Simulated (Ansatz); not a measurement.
CsLiCr2Te2S3:

```
CELL_PARAMETERS angstrom
3.60358 0.00000 0.00000
-1.80179 3.12079 0.00000
0.00000 0.00000 19.06651
ATOMIC_POSITIONS crystal
Cs 0.00000 0.00000 0.37399
Li 0.66667 0.33333 0.01607
Cr 0.00000 0.00000 0.86637
Cr 0.33333 0.66667 0.16833
Te 0.33333 0.66667 0.53891
Te 0.66667 0.33333 0.77276
S 0.00000 0.00000 0.10030
S 0.33333 0.66667 0.92920
S 0.66667 0.33333 0.23408
```

The cell was built by a generator and needn't be a form met in nature.

Base run:

| Quantity | Value |
| --- | --- |
| Program | Ansatz 0.2.0 |
| Functional | PBE |
| Potentials or basis | all-electron LAPW, scalar-relativistic |
| Cutoff | 237 eV (chosen from the basis error) |
| Basis error allowed | 0.002 eV/atom |
| k mesh | 6 × 6 × 2 |
| Occupations | fermi-dirac, width 0.05 eV |
| Spin | collinear spin, ferromagnetic start |
| Starting moments | [0.0, 0.0, 3.0, 3.0, 0.0, 0.0, 0.0, 0.0, 0.0] μB |
| Hubbard terms | Cr d U = 6 eV |

Its results: band gap on the k mesh none (metal or under the smearing width); pressure 3.9 GPa; net moment 6.01 μB per cell; site moments Cs -0.01; Li -0.04; Cr +3.68, +3.47; Te -0.01, -0.38; S -0.22, -0.23 μB; largest force 1.108 eV/Å.

**Question.** The run is repeated on the same cell with these changes: hubbard terms from Cr d U = 6 eV to Cr d U = 3 eV. What comes out?

**Answer.** Band gap on the k mesh none (metal or under the smearing width); pressure 1.9 GPa; net moment 5.92 μB per cell; site moments Cs -0.00; Li -0.02; Cr +3.30, +3.19; Te -0.01, -0.26; S -0.12, -0.13 μB; largest force 0.584 eV/Å.

Caveats: the k mesh is thin for a metal, which can move the energy by tens of meV per atom; the magnetic state may not be the lowest; U is the effective U less J, on atomic orbitals that reach past the spheres; only a ferromagnetic start was run, and an antiferromagnetic order may lie lower in energy; forces of over 1 eV/Å show positions far from the minimum, so gaps and moduli don't describe the material at rest (some runs).
